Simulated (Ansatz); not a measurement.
# BaBi2O6: the cost of one run

Computed with Ansatz 0.2.0 (DFT PBE, scalar-relativistic, plane waves, PAW, unless a step's input says otherwise).

## (1) The starting structure

The structure is cubic, space group Fm-3m (No. 225). The conventional cell has a = 9.064 Å, b = 9.064 Å, c = 9.064 Å, α = 90.00°, β = 90.00°, γ = 90.00°. Ba (site symmetry m-3m) has 12 O at 3.20 Å as nearest neighbours. Bi (site symmetry -43m) has 6 O at 2.27 Å as nearest neighbours. Around O (site symmetry mmm) lie 2 Bi at 2.27 Å and 2 Ba at 3.20 Å.

Coordinates:

```cif
data_structure
_symmetry_space_group_name_H-M 'P 1'
_symmetry_Int_Tables_number 1
_cell_length_a 6.4091
_cell_length_b 6.4091
_cell_length_c 6.4091
_cell_angle_alpha 60.000
_cell_angle_beta 60.000
_cell_angle_gamma 60.000
_cell_volume 186.16
loop_
_atom_site_label
_atom_site_type_symbol
_atom_site_fract_x
_atom_site_fract_y
_atom_site_fract_z
_atom_site_occupancy
Ba1 Ba 0.00000 0.00000 0.00000 1
Bi1 Bi 0.75000 0.75000 0.75000 1
Bi2 Bi 0.25000 0.25000 0.25000 1
O1 O 0.50000 0.00000 0.00000 1
O2 O 0.00000 0.50000 0.50000 1
O3 O 0.00000 0.50000 0.00000 1
O4 O 0.50000 0.00000 0.50000 1
O5 O 0.00000 0.00000 0.50000 1
O6 O 0.50000 0.50000 0.00000 1
```

The cell is invented: ordered vacancies on the A sites of perovskite (Fm-3m, No. 225). Lengths come from tabulated atomic sizes and are only a guess.

## (2) Probe: one point on a coarse mesh

The input, input.yaml:

```yaml
crystal:
  lattice:
    - [0.0, 4.53193584, 4.53193584]
    - [4.53193584, 0.0, 4.53193584]
    - [4.53193584, 4.53193584, 0.0]
  atoms:
    - { symbol: Ba, position: [0.0, 0.0, 0.0] }
    - { symbol: Bi, position: [0.75, 0.75, 0.75] }
    - { symbol: Bi, position: [0.25, 0.25, 0.25] }
    - { symbol: O, position: [0.5, 0.0, 0.0] }
    - { symbol: O, position: [0.0, 0.5, 0.5] }
    - { symbol: O, position: [0.0, 0.5, 0.0] }
    - { symbol: O, position: [0.5, 0.0, 0.5] }
    - { symbol: O, position: [0.0, 0.0, 0.5] }
    - { symbol: O, position: [0.5, 0.5, 0.0] }
basis:
  ecutwfc: 420
kpoints:
  mp_grid: { grid: [4, 4, 4] }
hamiltonian:
  xc: pbe
scf:
  occupations: { method: gaussian, width: 0.1 }
  lower_state_search: "off"
output:
  forces: true
  stress: true
  eigenvalues: true
```

On the command line:

```sh
ansatz run input.yaml --threads 1 --pin off --max-ram 2048MiB --backend cpu --events-out ev --progress --plain --runs-dir out
```

Q: Estimate wall time and peak memory on 1 thread of Arm Neoverse N1, shared host.

About 7.6 s, with a peak of 0.52 GiB.
